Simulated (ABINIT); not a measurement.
Hf:

```
CELL_PARAMETERS angstrom
3.19670 0.00000 0.00000
-1.59835 2.76842 0.00000
0.00000 0.00000 5.05780
ATOMIC_POSITIONS crystal
Hf 0.66667 0.33333 0.75000
Hf 0.33333 0.66667 0.25000
```

- Program: ABINIT 10.8.3 (patched build)
- Task: single point
- Functional: PBEsol
- Potentials or basis: PseudoDojo NC SR PBEsol v0.4.1 standard
- Cutoff: 789 eV
- k mesh: 10 × 10 × 5
- Occupations: fermi-dirac, width 0.05 eV
- Spin: no spin polarisation

On this cell: pressure -3.6 GPa; largest force under 0.003 eV/Å; band gap on the k mesh none (metal or under the smearing width).

The same run follows on a disturbed copy (atoms moved at random, drawn with an rms of 0.05 Å):

```
CELL_PARAMETERS angstrom
3.19670 0.00000 0.00000
-1.59835 2.76842 0.00000
0.00000 0.00000 5.05780
ATOMIC_POSITIONS crystal
Hf 0.67080 0.34630 0.75451
Hf 0.32565 0.67287 0.24668
```

What changes?

The energy (extrapolated to zero smearing) moves by +1.9 meV/atom; pressure -3.5 GPa; largest force 0.146 eV/Å; band gap on the k mesh none (metal or under the smearing width).

Forces in eV/Å, atoms in the order of the input:
```
Hf  -0.061 -0.042 -0.126
Hf   0.061  0.042  0.126
```

Stress tensor (GPa, compression positive):
```
-3.25  0.23  0.05
 0.23 -3.57  0.03
 0.05  0.03 -3.73
```
